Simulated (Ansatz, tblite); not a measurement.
# (H2Al-mu-I)2 (Al2H4I2): rung by rung

An exercise on one series of results from a longer session: the logs are not shown, and one member is left open.

Computed with Ansatz 0.2.0, Gaussian basis. Level: as each input shows.

Levels to be run: GFN1-xTB, GFN2-xTB, PBE-D4/def2-TZVP, r2SCAN-D4/def2-TZVP, ωB97X-V/def2-TZVP, r2SCANh-D4/def2-TZVP, BLYP-D4/def2-TZVP, ωB97M-V/def2-TZVP, revPBE-D4/def2-TZVP, LC-ωPBE/def2-TZVP, BHLYP-D4/def2-TZVP, PBE-D4/def2-SVP, PBE0-D4/def2-SVP, PBE0-D4/def2-TZVPD, PBE-D4/def2-TZVPD, r2SCAN-D4/def2-TZVPD, CCSD(T)/def2-SVP, MP2/def2-TZVP, RPA/def2-TZVP.

### The structure

The singlet was relaxed beforehand with PBE-D4/def2-SVP.

8 atoms, charge 0, spin multiplicity 1.

Bond lengths: Al1–H2 1.590 Å, Al1–H3 1.590 Å, Al1–I4 2.705 Å, Al1–I8 2.705 Å, I4–Al5 2.705 Å, Al5–H6 1.590 Å, Al5–H7 1.590 Å, Al5–I8 2.705 Å. Angles: H2–Al1–H3 127.6°, H2–Al1–I4 107.2°, H2–Al1–I8 107.2°, H3–Al1–I4 107.3°, H3–Al1–I8 107.3°, I4–Al1–I8 95.5°, Al1–I4–Al5 84.5°, I4–Al5–H6 107.3°, I4–Al5–H7 107.2°, I4–Al5–I8 95.5°, H6–Al5–H7 127.6°, H6–Al5–I8 107.3°, H7–Al5–I8 107.2°, Al1–I8–Al5 84.5°.

I takes a core potential in the def2 sets. No spin-orbit coupling is included.

PBE0-D4/def2-TZVP was run before; its log isn't repeated, and its numbers join the tables.

Set-up of the first run:

Tight binding, by tblite at 300 K electronic temperature and without a spin-polarisation term:

```python
tblite.interface.Calculator('GFN1-xTB', numbers, positions, charge=0, uhf=0).singlepoint()
```

Tight binding, by tblite at 300 K electronic temperature and without a spin-polarisation term:

```python
tblite.interface.Calculator('GFN2-xTB', numbers, positions, charge=0, uhf=0).singlepoint()
```

start.molden holds the orbitals of an earlier run on this state, given as this run's starting guess.

The input, in.yaml:

```yaml
crystal:
  periodic: [false, false, false]
  atoms:
    - {symbol: Al, position_ang: [-1.330709, -0.086144, 1.235687]}
    - {symbol: H, position_ang: [-1.143818, -1.203357, 2.352136]}
    - {symbol: H, position_ang: [-2.532242, 0.944952, 1.084629]}
    - {symbol: I, position_ang: [0.966376, 1.338099, 1.133959]}
    - {symbol: Al, position_ang: [1.332585, 0.083147, -1.233866]}
    - {symbol: H, position_ang: [1.199772, 1.182232, -2.375809]}
    - {symbol: H, position_ang: [2.506035, -0.971306, -1.032130]}
    - {symbol: I, position_ang: [-0.998009, -1.287603, -1.164606]}
basis:
  gaussian: {orbitals: def2-TZVP, initial_orbitals: start.molden}
hamiltonian: {xc: pbe, dispersion: d4}
scf: {omitted_lower_state_checks: [starts]}
output: {orbitals: {seedname: orbitals}}
```

The run is started by

```sh
$ ansatz run in.yaml --threads 4 --pin off --events-out ev --progress --plain --max-ram 3916MiB
```

Steps of the session up to this table: PBE-D4/def2-TZVP; r2SCAN-D4/def2-TZVP; ωB97X-V/def2-TZVP; r2SCANh-D4/def2-TZVP; BLYP-D4/def2-TZVP; ωB97M-V/def2-TZVP; revPBE-D4/def2-TZVP; LC-ωPBE/def2-TZVP; BHLYP-D4/def2-TZVP; PBE-D4/def2-SVP; PBE0-D4/def2-SVP; PBE0-D4/def2-TZVPD; PBE-D4/def2-TZVPD; r2SCAN-D4/def2-TZVPD; CCSD(T)/def2-SVP; MP2/def2-TZVP; RPA/def2-TZVP.

One of the session's tables, all rows but one given; the rest of the session is left out.

It belongs to the step «Levels side by side». 

```
               level  HOMO (eV)  gap (eV)
     PBE-D4/def2-SVP      -6.68      4.74
    PBE-D4/def2-TZVP      -6.69      4.66
   PBE-D4/def2-TZVPD      -6.70      4.61
 revPBE-D4/def2-TZVP      -6.66      4.73
   BLYP-D4/def2-TZVP      -6.55      4.67
 r2SCAN-D4/def2-TZVP      -7.01      5.27
r2SCAN-D4/def2-TZVPD      -7.00      5.24
r2SCANh-D4/def2-TZVP      -7.43      5.95
    PBE0-D4/def2-SVP      -7.88      6.68
   PBE0-D4/def2-TZVP          ?         ?
  PBE0-D4/def2-TZVPD      -7.86      6.51
  BHLYP-D4/def2-TZVP      -8.89      8.47
   LC-ωPBE/def2-TZVP     -10.46     11.20
   ωB97X-V/def2-TZVP     -10.13     10.80
   ωB97M-V/def2-TZVP      -9.97     10.40
```

**Question.** Estimate the row for PBE0-D4/def2-TZVP.

**Answer.** HOMO (eV): -7.86; gap (eV): 6.58.
